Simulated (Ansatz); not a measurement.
# F2H2MoO3: one species, many methods

The task here is to estimate one member of a computed series from the others.

Program: Ansatz 0.2.0, Gaussian basis. Level of theory: functionals in def2-TZVPP, the program's frozen cores in correlated methods. These are calculated values, not measurements.

Levels to be run: PBE-D4, r2SCAN-D4, PBE0-D4, B3LYP-D4, ωB97X-V, ωB97M-V, B2PLYP; CCSD(T)/def2-TZVPP; MP2/def2-QZVPP; extrapolation to the limit.

### Structure used throughout

An earlier PBE0-D4 in a triple-zeta def2 set relaxation fixed the geometry. Mo takes the def2 core potential; no spin-orbit term is included.

SMILES `[O]=[Mo]([OH])([OH])([F])[F]`, 8 atoms, charge 0, spin multiplicity 1.

Atoms are counted from 1 here; the program's logs count them from 0.

Bond lengths: O1–Mo2 1.650 Å, Mo2–O3 1.858 Å, Mo2–O4 1.858 Å, Mo2–F5 1.903 Å, Mo2–F6 1.839 Å, O3–H7 0.962 Å, O4–H8 0.962 Å. Angles: O1–Mo2–O3 104.4°, O1–Mo2–O4 104.4°, O1–Mo2–F5 107.8°, O1–Mo2–F6 105.7°, O3–Mo2–O4 149.2°, O3–Mo2–F5 80.6°, O3–Mo2–F6 91.2°, O4–Mo2–F5 80.6°, O4–Mo2–F6 91.2°, F5–Mo2–F6 146.5°, Mo2–O3–H7 123.3°, Mo2–O4–H8 123.3°.

Coordinates:

```xyz
8

O    -1.4401    1.3039   -0.3097
Mo   -0.3409    0.0792   -0.1955
O    -0.8817   -0.8903    1.2944
O     0.9961    0.5436   -1.3992
F     1.0075    0.6211    1.0328
F    -0.9488   -1.2415   -1.3224
H    -0.3116   -1.0601    2.0500
H     1.9195    0.6440   -1.1505
```

The first run:

File in.yaml:

```yaml
crystal:
  periodic: [false, false, false]
  atoms:
    - {symbol: O, position_ang: [-1.440080, 1.303938, -0.309721]}
    - {symbol: Mo, position_ang: [-0.340887, 0.079186, -0.195463]}
    - {symbol: O, position_ang: [-0.881695, -0.890290, 1.294446]}
    - {symbol: O, position_ang: [0.996082, 0.543613, -1.399201]}
    - {symbol: F, position_ang: [1.007484, 0.621054, 1.032832]}
    - {symbol: F, position_ang: [-0.948820, -1.241455, -1.322402]}
    - {symbol: H, position_ang: [-0.311602, -1.060072, 2.049985]}
    - {symbol: H, position_ang: [1.919517, 0.644016, -1.150474]}
basis:
  gaussian: {orbitals: def2-TZVPP}
hamiltonian: {xc: pbe, dispersion: d4}
output: {forces: true, orbitals: {seedname: orbitals}}
```

On the command line:

```sh
> ansatz run in.yaml --threads 2 --pin off --events-out ev --progress --plain --max-ram 20480MiB --backend cpu
```

Steps of the session up to this table: PBE-D4 (GGA); r2SCAN-D4 (meta-GGA); PBE0-D4 (hybrid); B3LYP-D4 (hybrid); ωB97X-V (range-separated); ωB97M-V (range-separated); B2PLYP (double hybrid).

One table of the session follows, with a row left open; its other results are not shown here.

It belongs to the step «Orbital energies across the functionals». 

| functional | HOMO (eV) | LUMO (eV) | gap (eV) |
| --- | --- | --- | --- |
| PBE-D4 | -8.24 | -4.52 | 3.72 |
| r2SCAN-D4 | -8.67 | -4.58 | 4.09 |
| PBE0-D4 | -10.02 | -3.89 | 6.13 |
| B3LYP-D4 | -9.75 | -4.13 | 5.62 |
| ωB97X-V | ? | ? | ? |
| ωB97M-V | -12.42 | -1.70 | 10.72 |

Estimate the missing values for ωB97X-V.

As computed: HOMO (eV): -12.47; LUMO (eV): -1.68; gap (eV): 10.80. In the column «HOMO (eV)» it is the lowest.
